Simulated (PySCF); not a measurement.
# The bond of ZnO+, level by level

What are the lowest state that PBE0 finds, the bond length, vibrational wavenumber and bond energy of ZnO+, and how much do these hang on the method?

The runs use PySCF 2.14.0; Zn def2-TZVPPD, O def2-TZVPPD, no relativity.

### 1 The job

Settings of the job:

```
atoms                         : Zn, O
charge                        : 1
basis                         : Zn def2-TZVPPD, O def2-TZVPPD
Hamiltonian                   : no relativity
basis functions               : 107
electrons treated             : 37
masses in u                   : 63.9291, 15.9949
levels                        : PBE0, PBE, r²SCAN, TPSSh, r²SCANh, B2PLYP, MN15, M06-2X, ωB97X-V, HF, MP2, SCS-MP2
grid                          : 80 radial by 434 angular points
occupations                   : held fixed by the projection of orbital angular momentum
dissociation limit            : Zn+ + O, each in its ground configuration
starting distance in angstrom : 1.890
values of 2S to try           : 1, 3
```

Started as:

```console
OMP_NUM_THREADS=2 python dia.py task.json out
```

The runs that follow: The PBE0 curve of the state that the search chose; Higher solutions at PBE0; PBE (GGA); r²SCAN; TPSSh; r²SCANh; B2PLYP (double hybrid); MN15 (hybrid meta-GGA); M06-2X (hybrid meta-GGA); ωB97X-V (range-separated hybrid); ROHF.

Before running it: what results should come out? Wanted: for each run, Re; ωe; De; μ.

The runs gave:

Lowest PBE0 solution found, without spin–orbit coupling: ²Π (doublet), unpaired electrons π ↑. State 2 has its PBE0 minimum 1.00 eV higher. State 3 has its PBE0 minimum 1.13 eV higher, as a spin-mixed determinant (⟨S²⟩ = 1.75), so this is no gap between pure states. The other levels ran on the lowest alone.

```csv
level,Re (Å),ωe (cm⁻¹),De (eV),μ (D)
ROHF,1.790,714,-0.284,-6.24
ROHF-MP2,1.784,666,1.49,n/a
ROHF-SCS-MP2,1.795,654,1.46,n/a
PBE,1.807,610,2.03,-3.94
r²SCAN,1.788,646,1.82,-4.30
TPSSh,1.801,630,1.67,-4.37
r²SCANh,1.787,651,1.65,-4.49
PBE0,1.796,638,1.56,-4.55
MN15,1.793,654,1.68,-4.86
M06-2X,1.818,618,1.49,-4.82
ωB97X-V,1.789,667,1.67,-4.92
B2PLYP,1.789,721,1.55,-4.93
```

De is counted to Zn+ + O in their ground configurations. A positive dipole points from Zn to O; in an ion it is taken about the centre of mass and does not tell which atom is negative.

In words: Bond lengths run from 1.784 Å (ROHF-MP2) to 1.818 Å (M06-2X). Among the levels with a De in the table, it runs from -0.284 eV (ROHF) to 2.03 eV (PBE).

Correlated steps freeze 6 core orbitals. B2PLYP dipoles, levels and charges come from its SCF part alone. A negative De means that the minimum lies above the separated atoms at that level.
